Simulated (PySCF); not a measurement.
# C5H9BN2: electronic excitations

Aim: predict the electronic excitations of C5H9BN2 (`[BH3-][N+]#C[C@H](C)CC#N`).

The runs use PySCF 2.14.0, with density-fitted response routines of our own; the level of theory stands in each step. All values are computed, except where a source is named. Atoms are numbered from 0 throughout.

## Step 1: The molecule as given

17 atoms, charge 0, multiplicity 1; geometry from: GFN2-xTB.

Bonds of the start (Å): B0–N1 1.46, N1–C2 1.15, C2–C3 1.44, C3–C4 1.53, C3–C5 1.55, C5–C6 1.44, C6–N7 1.14, B0–H8 1.19, B0–H9 1.19, B0–H10 1.19, C3–H11 1.10, C4–H12 1.09, C4–H13 1.09, C4–H14 1.09, C5–H15 1.09, C5–H16 1.09.

## Step 2: Excited states and response: B3LYP/def2-SVPD

Job settings and geometry (Å):

```
{"job": {"kind": "uv", "xc": "B3LYP", "basis": "def2-SVPD", "nstates": 8, "ntriplets": 3}, "charge": 0, "multiplicity": 1}
B      3.016633    -0.753435     0.465551
N      1.627665    -0.402870     0.196367
C      0.533690    -0.118865    -0.021914
C     -0.832604     0.291883    -0.246516
C     -0.913528     1.823014    -0.254020
C     -1.740343    -0.299768     0.855229
C     -1.771362    -1.740217     0.786333
N     -1.801725    -2.878791     0.704587
H      2.976069    -1.686317     1.205716
H      3.496938    -1.018494    -0.592251
H      3.496069     0.218087     0.965528
H     -1.154065    -0.097800    -1.221495
H     -1.933505     2.142185    -0.455602
H     -0.602630     2.227037     0.707225
H     -0.264830     2.231610    -1.025014
H     -2.760512     0.073831     0.727030
H     -1.378955     0.000940     1.842795
```

With the program's defaults for keys left out, this is: TDDFT B3LYP/def2-SVPD, vertical, gas phase, core orbitals frozen in the response.

Launch:

```console
OMP_NUM_THREADS=1 python probes_run.py task.json out
```

One launch serves the whole session: the jobs run in the order shown.

Predict these results of the whole session: lowest singlet (B3LYP/def2-SVPD); brightest single state of those computed; lowest triplet.

The runs gave:

```
                                quantity                        value
        lowest singlet (B3LYP/def2-SVPD)  5.34 eV (232 nm), f = 0.000
brightest single state of those computed  state 6, 6.56 eV, f = 0.513
                          lowest triplet                      4.79 eV
```

The lowest singlet, at 5.34 eV, is HOMO→LUMO 0.68, HOMO−1→LUMO+1 0.26 and is dark; of the 8 states computed, the strongest absorption comes from state 6 at 6.56 eV. The lowest triplet lies 0.54 eV below the lowest singlet (triplets in Tamm-Dancoff, singlets in full TDDFT).
